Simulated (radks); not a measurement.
# As³⁺ in [Ar] 3d9 4s2 4f1: an all-electron calculation

One table from this session's results is given with a row withheld; the runs are named, their logs left out.

Program: radks (a radial shooting solver on a logarithmic mesh, Libxc functionals) version 1. Level of theory: scalar-relativistic Kohn-Sham, PBE, spin-polarised, spherical densities, finite nucleus; open shells are filled with parallel spins first. These are calculated values, not measurements, unless marked.

### The atom as given

- element: arsenic (Z = 33)
- charge: +3
- electrons: 30
- configuration: [Ar] 3d9 4s2 4f1
- nuclear rms radius: 4.0968 fm

Outer shells as boxes (Hund's rule):

As³⁺
```
[Ar] core
3d [↑↓][↑↓][↑↓][↑↓][↑ ]
4s [↑↓]
4f [↑ ][  ][  ][  ][  ][  ][  ]
```

Set-up of the first run:

Input:

```text
Z 33
configuration [Ar] 3d9 4s2 4f1
relativity scalar-relativistic
functional pbe,pbe
spin polarised
nucleus finite rms 4.0968 fm
c 137.035999084
```

One of the session's tables, all rows but one given; the rest of the session is left out.

It belongs to the step «Shells». Radial moments (bohr):

```
  level      <r>  outermost maximum (interpolated)  90 % within  nodes
  1s up  0.04550                            0.0297       0.0813      0
1s down  0.04550                            0.0297       0.0813      0
  2s up   0.2028                             0.170        0.314      1
2s down   0.2027                             0.170        0.313      1
  2p up   0.1772                             0.136        0.289      0
2p down   0.1772                             0.136        0.289      0
  3s up   0.5927                             0.520        0.883      2
3s down        ?                                 ?            ?      ?
  3p up   0.6082                             0.518        0.929      1
3p down   0.6091                             0.518        0.931      1
  3d up   0.6427                             0.469         1.06      0
3d down   0.6456                             0.470         1.07      0
  4s up    1.638                              1.46         2.38      3
4s down    1.638                              1.46         2.38      3
  4f up    4.080                              3.68         6.01      0
```

Q: Estimate the row for 3s down from the others.

The run gave: <r>: 0.5933; outermost maximum (interpolated): 0.520; 90 % within: 0.884; nodes: 2. In the column «<r>» it lies between 3s up (0.5927) and 3p up (0.6082).
